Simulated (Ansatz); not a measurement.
C2H5Sn, SMILES C=[CH][SnH2], vertical energies of changing the electron count

With Ansatz 0.2.0, Python API.

Contents of `c2h5sn.xyz`:
```text
8

C    -0.79290    0.81980   -0.54820
C    -0.02480    0.68420    0.47270
Sn    1.02210   -1.12680    0.68330
H    -0.89650    0.09430   -1.30550
H    -1.38620    1.78850   -0.68550
H     0.10300    1.48870    1.21030
H     2.10610   -1.36510   -0.69810
H    -0.03860   -2.44060    0.81520
```

The cells in order, each with its output:

In [1]:
```python
import ansatz as az
```

In [2]:
```python
BASIS_SET = "def2-SVPD"
FUNCTIONAL = "r2scan0"


def single_point(molecule, charge=0, unpaired=0):
    calc = molecule.calculation().basis(gaussian=BASIS_SET).functional(FUNCTIONAL)
    if charge:
        calc = calc.charge(charge)
    if unpaired:
        calc = calc.spin("collinear", total=unpaired)
    return calc.run(threads=1).report["free_energy_ev"]
```

In [3]:
```python
geometry = az.Crystal.molecule_from_extxyz("c2h5sn.xyz")
```

In [4]:
```python
# total-energy differences at one geometry
parent = single_point(geometry, 0, 1)
cation = single_point(geometry, 1, 0)
print(f"E(N)   = {parent:.5f} eV")
print(f"E(N-1) = {cation:.5f} eV  (0 unpaired)")
print(f"vertical ionisation energy {cation - parent:.3f} eV")
other = single_point(geometry, 1, 2)
print(f"to the state with 2 unpaired electrons: {other - parent:.3f} eV")
anion = single_point(geometry, -1, 0)
print(f"E(N+1) = {anion:.5f} eV  (0 unpaired)")
print(f"vertical electron affinity {parent - anion:.3f} eV" + ("" if anion < parent else " (unbound in this basis)"))
print(f"fundamental gap IP - EA = {cation + anion - 2 * parent:.3f} eV")
```
```text
E(N)   = -7982.57114 eV
E(N-1) = -7974.63162 eV  (0 unpaired)
vertical ionisation energy 7.940 eV
to the state with 2 unpaired electrons: 10.018 eV
E(N+1) = -7983.39961 eV  (0 unpaired)
vertical electron affinity 0.828 eV
fundamental gap IP - EA = 7.111 eV
```

Reading the output:
- The settings weren't tested for convergence.
- The geometry is a force-field or estimated start, not a minimum of this method, and the basis set is short of its limit. All parts are taken at fixed geometry, without zero-point energy. At an unrelaxed start these energies can be a whole eV from those at the minimum, and a small affinity can change sign.
- def2 sets replace the cores of elements past krypton by effective core potentials.
- The species is open-shell (spin multiplicity 2).
- Only the spin states typed were run; another state of an ion can lie lower, by up to an eV or two.
- Hardware and time: 80 s on 1 thread of Arm Neoverse V1, on a shared host, peak memory 0.48 GiB.
